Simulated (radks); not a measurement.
# Ionisation of Ti²⁺: one atom, several choices of relativity

One table from this session's results is given with a row withheld; the runs are named, their logs left out.

The numbers are computed with radks (a radial shooting solver on a logarithmic mesh, Libxc functionals) version 1 (Kohn-Sham, BLYP, spin-unpolarised, spherical densities), except any that are marked as measured or tabulated.

**What is computed**

| Item | Value |
| --- | --- |
| element | titanium (Z = 22) |
| charge | +2 |
| electrons | 20 |
| configuration | [Ar] 3d2 |
| ion | Ti³⁺, [Ar] 3d1 |
| choices | non-relativistic; scalar-relativistic; Dirac, 2j+1 shares; Dirac, low j first; scalar-relativistic, finite nucleus; Dirac, 2j+1 shares, finite nucleus; Dirac, c × 5; Dirac, c × 10; Dirac, c × 3 |

Set-up of the first run:

Settings of this run:

```text
Z 22
configuration [Ar] 3d2 4s0 4p0
relativity non-relativistic
functional b88,lyp
spin unpolarised
nucleus point
```

Among the steps run: non-relativistic: Ti²⁺.

One table of the session follows, with a row left open; its other results are not shown here.

It belongs to the step «non-relativistic: Ti²⁺». Radial moments (bohr):

| level | <r> | outermost maximum (interpolated) | 90 % within | nodes |
| --- | --- | --- | --- | --- |
| 1s | 0.07017 | 0.0461 | 0.125 | 0 |
| 2s | 0.3277 | 0.271 | 0.509 | 1 |
| 2p | ? | ? | ? | ? |
| 3s | 1.014 | 0.875 | 1.52 | 2 |
| 3p | 1.086 | 0.902 | 1.67 | 1 |
| 3d | 1.435 | 0.965 | 2.46 | 0 |
| 4s | 2.939 | 2.61 | 4.28 | 3 |
| 4p | 3.437 | 3.04 | 5.04 | 2 |

Estimate the missing values for 2p.

The run gave: <r>: 0.2909; outermost maximum (interpolated): 0.220; 90 % within: 0.478; nodes: 0. In the column «<r>» it lies between 1s (0.07017) and 2s (0.3277).

Limits of these values: Spin polarisation and multiplet splitting of open shells are left out at every level.
